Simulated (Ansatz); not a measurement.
ClH₄NOSi, SMILES N[SiH](O)Cl, a rigid torsion scan

Computed with Ansatz's Python interface.

Run as a notebook:

**Cell 1**
```python
import ansatz as az
from ase import Atoms

atoms = Atoms(["N", "Si", "O", "Cl", "H", "H", "H", "H"], positions=[
    (-0.8122, 0.7561, -0.1939),
    (0.4618, -0.2369, -0.1611),
    (0.4297, -0.7998, 1.3671),
    (0.2317, -1.8146, -1.3836),
    (-0.963, 1.1471, -1.1702),
    (-0.6543, 1.6243, 0.3739),
    (1.7148, 0.5126, -0.5024),
    (-0.3164, -1.2459, 1.6144),
])
```

**Cell 2**
```python
first = az.Crystal.molecule_from_ase(atoms).calculation()
first = first.basis(gaussian="cc-pVDZ")
first = first.functional("cam_b3lyp")
first = first.relax(force_tolerance=0.02, max_steps=80)
atoms.positions = first.run(threads=1).report["positions_ang"]
```

**Cell 3**
```python
start = atoms.get_dihedral(0, 1, 2, 7)
energies = {}
for turn in range(0, 360, 30):
    turned = atoms.copy()
    turned.set_dihedral(0, 1, 2, 7, start + turn, indices=[2, 7])
    job = (
        az.Crystal.molecule_from_ase(turned).calculation()
        .basis(gaussian="cc-pVDZ")
        .functional("cam_b3lyp")
    )
    energies[round((start + turn) % 360)] = job.run(threads=1).report["free_energy_ev"]
floor = min(energies.values())
print("dihedral N0-Si1-O2-H7 (deg)   E - E(min) (kJ/mol)")
for angle, e in sorted(energies.items()):
    print(f"{angle:8d} {96.485332 * (e - floor):14.3f}  " + "#" * int(30 * (e - floor) / max(max(energies.values()) - floor, 1e-9)))
```
Output:
```text
dihedral N0-Si1-O2-H7 (deg)   E - E(min) (kJ/mol)
      19          4.075  #####
      49          0.000
      79          3.434  ####
     109          9.957  ############
     139         13.107  ################
     169         11.247  ##############
     199          9.239  ###########
     229         11.735  ###############
     259         18.090  #######################
     289         23.417  ##############################
     319         22.554  ############################
     349         14.172  ##################
```

Caveats:
- These settings explore the input space; basis and method may be short of convergence.
- The scan is rigid and the energies are electronic, in a modest basis. With rigid groups the curve can differ much from the relaxed path, the start wasn't checked as a minimum of this torsion, and equivalent turns needn't return to the same energy.
- Wall time of the script: 93 s on 1 thread of AMD EPYC 7R43 64-Core Processor (Zen 3), on a shared host, peak memory 0.27 GiB.

(Lines on the test bed's own set-up are left out of the output.)
